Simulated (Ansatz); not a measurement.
# CH3ClF2Si: a ladder of functionals and wavefunction methods

How much do the methods differ for CH3ClF2Si? The plan is to run it at one geometry with functionals of several rungs and with coupled cluster, and see how far each lands from CCSD(T) at the basis-set limit for the atomisation energy.

The runs use Ansatz 0.2.0, Gaussian basis; functionals in def2-TZVPP, the program's frozen cores in correlated methods.

The runs, in order: LDA (SPW92), PBE-D4, revPBE-D4, BLYP-D4, r2SCAN-D4, B97M-V, PBE0-D4, B3LYP-D4, r2SCANh-D4, r2SCAN0-D4, HSE06-D4, BHLYP-D4, CAM-B3LYP-D4, LC-ωPBE, ωB97X-V, ωB97M-V, B2PLYP, PBE-QIDH; CCSD(T)/def2-SVP; CCSD(T)/def2-TZVPP; MP2/def2-QZVPP; extrapolation to the limit; RPA on PBE.

## Step 1: The geometry

The geometry comes from an earlier relaxation with PBE0-D4 in a triple-zeta def2 set; it is a stationary point, not always the lowest conformer.

SMILES `C[Si](F)(F)Cl`, 8 atoms, charge 0, spin multiplicity 1.

Atoms are counted from 1 here; the program's logs count them from 0.

Bond lengths: C1–Si2 1.832 Å, C1–H6 1.092 Å, C1–H7 1.092 Å, C1–H8 1.092 Å, Si2–F3 1.582 Å, Si2–F4 1.582 Å, Si2–Cl5 2.029 Å. Angles: Si2–C1–H6 110.1°, Si2–C1–H7 110.4°, Si2–C1–H8 110.4°, H6–C1–H7 108.7°, H6–C1–H8 108.7°, H7–C1–H8 108.5°, C1–Si2–F3 111.0°, C1–Si2–F4 111.0°, C1–Si2–Cl5 112.6°, F3–Si2–F4 106.6°, F3–Si2–Cl5 107.7°, F4–Si2–Cl5 107.7°.

## Step 2: LDA

This LDA is Slater exchange with PW92 correlation.

Contents of in.yaml:

```yaml
crystal:
  periodic: [false, false, false]
  atoms:
    - {symbol: C, position_ang: [-0.808527, -0.299042, 0.512232]}
    - {symbol: Si, position_ang: [0.690598, 0.151390, -0.439162]}
    - {symbol: F, position_ang: [1.986962, -0.472288, 0.219057]}
    - {symbol: F, position_ang: [0.616165, -0.415564, -1.914223]}
    - {symbol: Cl, position_ang: [0.963118, 2.158495, -0.560944]}
    - {symbol: H, position_ang: [-0.917118, -1.385377, 0.549758]}
    - {symbol: H, position_ang: [-0.740189, 0.080447, 1.533393]}
    - {symbol: H, position_ang: [-1.698810, 0.124839, 0.044089]}
basis:
  gaussian: {orbitals: def2-TZVPP}
hamiltonian: {xc: lda}
output: {orbitals: {seedname: orbitals}}
```

Further steps of the session: PBE-D4 (GGA); revPBE-D4 (GGA); BLYP-D4 (GGA); r2SCAN-D4 (meta-GGA); B97M-V (meta-GGA); PBE0-D4 (hybrid); B3LYP-D4 (hybrid); r2SCANh-D4 (hybrid); r2SCAN0-D4 (hybrid); HSE06-D4 (hybrid); BHLYP-D4 (hybrid); CAM-B3LYP-D4 (range-separated); LC-ωPBE-D4 (range-separated); ωB97X-V (range-separated); ωB97M-V (range-separated); B2PLYP (double hybrid); PBE-QIDH (double hybrid); CCSD(T) in def2-SVP; CCSD(T) in def2-TZVPP; MP2 in def2-QZVPP; RPA on PBE orbitals.

**Question.** What will the summary of the whole plan be? Wanted: atomisation energy, CCSD(T)/CBS; farthest beyond LDA; mean size of error, GGA; mean size of error, meta-GGA; mean size of error, hybrid; mean size of error, range-separated; mean size of error, double hybrid; gap, smallest and largest; T1 diagnostic.

**Answer**, as computed:

| quantity | value |
| --- | --- |
| atomisation energy, CCSD(T)/CBS | 33.547 eV |
| functionals within 0.168 eV (0.5 %) | r2SCAN-D4, B97M-V, CAM-B3LYP-D4, ωB97X-V, ωB97M-V |
| farthest beyond LDA | BHLYP-D4 (-1.258 eV) |
| mean size of error, GGA | 0.451 eV |
| mean size of error, meta-GGA | 0.020 eV |
| mean size of error, hybrid | 0.523 eV |
| mean size of error, range-separated | 0.121 eV |
| mean size of error, double hybrid | 0.429 eV |
| gap, smallest and largest | 8.05 eV (BLYP-D4), 15.52 eV (LC-ωPBE) |
| T1 diagnostic | 0.0105 |
| triples share of the correlation energy | 3.3 % |

LDA overbinds by 4.330 eV (13 %). PBE-D4 misses by +0.207 eV. Double hybrids carry the basis error of their MP2 part in triple zeta, and no dispersion term here, so their miss is partly the set-up's. The rungs meta-GGA, range-separated miss on average by less than the doubt on the reference (0.168 eV), so they tie. The reference freezes the cores and leaves out relativity and excitations past (T), so misses under about 0.168 eV can't be ranked. Hartree-Fock recovers 76 % of the binding; the rest is correlation. CCSD(T) in def2-SVP is off by -2.566 eV, more than most functionals: a good method in a small basis is no reference. Orbital gaps span 8.0 to 15.5 eV; exact exchange widens them.
